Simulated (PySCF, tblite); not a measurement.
**C6H10O2S: geometry, infrared bands and NMR shifts**

What infrared bands and NMR shifts should C6H10O2S (`CC[C@H]1C=CCS1(=O)=O`) show?

The runs use tblite 0.8.0 and PySCF 2.14.0, with density-fitted response routines of our own; the level of theory stands in each step. All values are computed, except where a source is named. Atoms are numbered from 0 throughout.

### 1 The molecule as given

19 atoms, charge 0, multiplicity 1; geometry from: force field or distance geometry start.

Bonds of the start (Å): C0–C1 1.52, C1–C2 1.48, C2–C3 1.47, C3–C4 1.28, C4–C5 1.49, C5–S6 1.81, S6–O7 1.46, S6–O8 1.50, S6–C2 1.79, C0–H9 1.11, C0–H10 1.13, C0–H11 1.10, C1–H12 1.11, C1–H13 1.14, C2–H14 1.11, C3–H15 1.13, C4–H16 1.10, C5–H17 1.11, C5–H18 1.08.

### 2 Optimising the geometry with GFN2-xTB

What the job is given:

```
{"job": {"kind": "relax", "xc": "GFN2-xTB", "basis": "xTB"}, "charge": 0, "multiplicity": 1}
C      2.465500     0.432400    -0.291700
C      1.458200    -0.196700     0.653700
C      0.178300    -0.460700    -0.042700
C     -0.870000    -1.069300     0.787700
C     -2.094800    -0.784500     0.527600
C     -2.272600     0.146900    -0.620100
S     -0.693200     1.031800    -0.494400
O     -0.263500     1.619800    -1.765000
O     -0.686400     1.956000     0.681800
H      2.379400     0.008400    -1.312000
H      2.204700     1.526800    -0.393400
H      3.481500     0.316000     0.104300
H      1.358500     0.342800     1.616600
H      1.909400    -1.213900     0.886100
H      0.300800    -1.058200    -0.974600
H     -0.591900    -1.763600     1.640800
H     -2.964100    -1.177500     1.077500
H     -2.191400    -0.467000    -1.539200
H     -3.118200     0.819900    -0.550500
```

Run with:

```
> OMP_NUM_THREADS=1 python probes_run.py task.json out
```

The driver reads the jobs from task.json and runs them one after another.

**Question.** This job is followed by: GFN2-xTB harmonic vibrations, gas phase; GIAO PBE0/pcSseg-1 NMR shielding, non-relativistic, gas phase. What will the session give for the following? strongest single infrared mode (GFN2-xTB); zero-point energy (GFN2-xTB); ¹³C shifts against TMS (PBE0/pcSseg-1); ¹H shifts against TMS (PBE0/pcSseg-1, means over atoms taken as alike); ³³S shifts against CS2 (PBE0/pcSseg-1); ¹⁷O shifts against H2O (PBE0/pcSseg-1).

The runs gave:

```
                                                              quantity                                               value
                             strongest single infrared mode (GFN2-xTB)                               1132 cm⁻¹, 272 km/mol
                                          zero-point energy (GFN2-xTB)                                       94.8 kcal/mol
                                ¹³C shifts against TMS (PBE0/pcSseg-1)            139.9, 132.1, 71.2, 63.1, 24.4, 15.3 ppm
¹H shifts against TMS (PBE0/pcSseg-1, means over atoms taken as alike)  6.21, 6.01, 3.63, 3.58, 3.29, 2.00, 1.83, 1.33 ppm
                                ³³S shifts against CS2 (PBE0/pcSseg-1)                                             358 ppm
                                ¹⁷O shifts against H2O (PBE0/pcSseg-1)                                    249.0, 197.2 ppm
```

In words: Relaxing lowered the energy by 0.610 eV in 80 steps; the close pair that moved most is C2–S6, from 1.786 to 1.848 Å. All 51 modes are real, so the xTB geometry is a minimum. The strongest single mode, at 1132 cm⁻¹, is spread over several atoms, O8, O7, S6 among them. Unscaled tight-binding wavenumbers are off by several per cent, some by more. Its intensities can rank the bands wrongly. At PBE0/pcSseg-1: The widest tensor belongs to C4: span 213 ppm, with a paramagnetic part of -202 ppm.
